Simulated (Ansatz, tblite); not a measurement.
**The cluster Pd3H2−: a ladder of methods and basis sets**

The task here is to estimate one member of a computed series from the others.

Program: Ansatz 0.2.0, Gaussian basis. Level of theory: as each input shows. These are calculated values, not measurements.

The runs, in order: GFN1-xTB, GFN2-xTB, PBE-D4/def2-TZVPD, r2SCAN-D4/def2-TZVPD, LDA/def2-TZVPD, ωB97M-V/def2-TZVPD, r2SCAN0-D4/def2-TZVPD, revPBE-D4/def2-TZVPD, B2PLYP/def2-TZVPD, PBE+5HF/def2-TZVPD, PBE+10HF/def2-TZVPD, PBE+15HF/def2-TZVPD, PBE+35HF/def2-TZVPD, PBE+50HF/def2-TZVPD, PBE-D4/def2-SVPD, PBE0-D4/def2-SVPD, CCSD(T)/def2-SVPD, MP2/def2-TZVPD, RPA/def2-TZVPD.

2 further runs of the same task are left out: 2 set aside as unsound or not needed.

## The structure

The doublet was relaxed beforehand with PBE-D4/def2-TZVPD. At that level it is the lowest of the isomers that a small search found.

5 atoms, charge -1, spin multiplicity 2.

Bond lengths: Pd1–Pd2 2.741 Å, Pd1–Pd3 2.535 Å, Pd1–H4 1.611 Å, Pd1–H5 1.799 Å, Pd2–Pd3 2.575 Å, Pd2–H5 1.637 Å. Angles: Pd2–Pd1–Pd3 58.3°, Pd2–Pd1–H4 158.2°, Pd2–Pd1–H5 35.1°, Pd3–Pd1–H4 100.0°, Pd3–Pd1–H5 88.0°, H4–Pd1–H5 158.9°, Pd1–Pd2–Pd3 56.9°, Pd1–Pd2–H5 39.2°, Pd3–Pd2–H5 90.3°, Pd1–Pd3–Pd2 64.9°, Pd1–H5–Pd2 105.7°.

Geometry (Å):

```xyz
5
H2Pd3
Pd    0.41828    0.68008   -0.42417
Pd   -1.17268   -1.54983   -0.33533
Pd    0.43156   -0.88855    1.56698
H     1.50712    1.76166    0.06591
H    -1.18428   -0.00337   -0.87339
```

Pd takes a core potential in the def2 sets. No spin-orbit coupling is included. The ion is computed in the gas phase, without counter-ions or solvent.

PBE0-D4/def2-TZVPD was run before; its log isn't repeated, and its numbers join the tables.

The first run:

Tight binding, by tblite at 300 K electronic temperature and without a spin-polarisation term:

```python
tblite.interface.Calculator('GFN1-xTB', numbers, positions, charge=-1, uhf=1).singlepoint()
```

Tight binding, by tblite at 300 K electronic temperature and without a spin-polarisation term:

```python
tblite.interface.Calculator('GFN2-xTB', numbers, positions, charge=-1, uhf=1).singlepoint()
```

start.molden holds the orbitals of an earlier run on this state, given as this run's starting guess.

Contents of in.yaml:

```yaml
crystal:
  periodic: [false, false, false]
  atoms:
    - {symbol: Pd, position_ang: [0.418281, 0.680077, -0.424168]}
    - {symbol: Pd, position_ang: [-1.172683, -1.549829, -0.335327]}
    - {symbol: Pd, position_ang: [0.431561, -0.888545, 1.566984]}
    - {symbol: H, position_ang: [1.507124, 1.761656, 0.065905]}
    - {symbol: H, position_ang: [-1.184283, -0.003368, -0.873394]}
basis:
  gaussian: {orbitals: def2-TZVPD, initial_orbitals: start.molden}
total_charge: -1
magnetization: {spin_polarized: true, initial_magnetization: 1}
hamiltonian: {xc: pbe, dispersion: d4}
scf: {omitted_lower_state_checks: [starts]}
output: {forces: true, orbitals: {seedname: orbitals}}
```

Launch:

```sh
ansatz run in.yaml --threads 4 --pin off --events-out ev --progress --plain --max-ram 3916MiB
```

Among the steps run: PBE-D4/def2-TZVPD; r2SCAN-D4/def2-TZVPD; LDA/def2-TZVPD; ωB97M-V/def2-TZVPD; r2SCAN0-D4/def2-TZVPD; revPBE-D4/def2-TZVPD; B2PLYP/def2-TZVPD; PBE+5HF/def2-TZVPD; PBE+10HF/def2-TZVPD; PBE+15HF/def2-TZVPD; PBE+35HF/def2-TZVPD; PBE+50HF/def2-TZVPD; PBE-D4/def2-SVPD; PBE0-D4/def2-SVPD; CCSD(T)/def2-SVPD; MP2/def2-TZVPD; RPA/def2-TZVPD.

One table of the session follows, with a row left open; its other results are not shown here.

| level | HOMO (eV) | LUMO (eV) | gap (eV) |
| --- | --- | --- | --- |
| LDA/def2-TZVPD | 0.07 | 0.44 | 0.37 |
| PBE-D4/def2-SVPD | 0.30 | 0.78 | 0.49 |
| PBE-D4/def2-TZVPD | 0.28 | 0.77 | 0.49 |
| revPBE-D4/def2-TZVPD | 0.37 | 0.88 | 0.51 |
| r2SCAN-D4/def2-TZVPD | 0.20 | 1.00 | 0.80 |
| PBE0-D4/def2-SVPD | -0.51 | 1.72 | 2.24 |
| PBE0-D4/def2-TZVPD | -0.53 | 1.72 | 2.25 |
| r2SCAN0-D4/def2-TZVPD | -0.66 | 1.81 | 2.47 |
| ωB97M-V/def2-TZVPD | -2.47 | 3.08 | 5.54 |
| PBE+5HF/def2-TZVPD | 0.12 | 0.99 | 0.86 |
| PBE+10HF/def2-TZVPD | -0.03 | 1.20 | 1.24 |
| PBE+15HF/def2-TZVPD | -0.19 | 1.41 | 1.61 |
| PBE+35HF/def2-TZVPD | ? | ? | ? |
| PBE+50HF/def2-TZVPD | -1.50 | 2.51 | 4.01 |

Q: Estimate the row for PBE+35HF/def2-TZVPD from the others.

As computed: HOMO (eV): -0.89; LUMO (eV): 2.03; gap (eV): 2.92. In the column «HOMO (eV)» it lies between PBE+50HF/def2-TZVPD (-1.50) and r2SCAN0-D4/def2-TZVPD (-0.66).

Caveats from the session: Doubts: large T1 diagnostic, spin contamination. Notes on CCSD(T)/def2-SVPD: large T1 diagnostic, spin contamination.
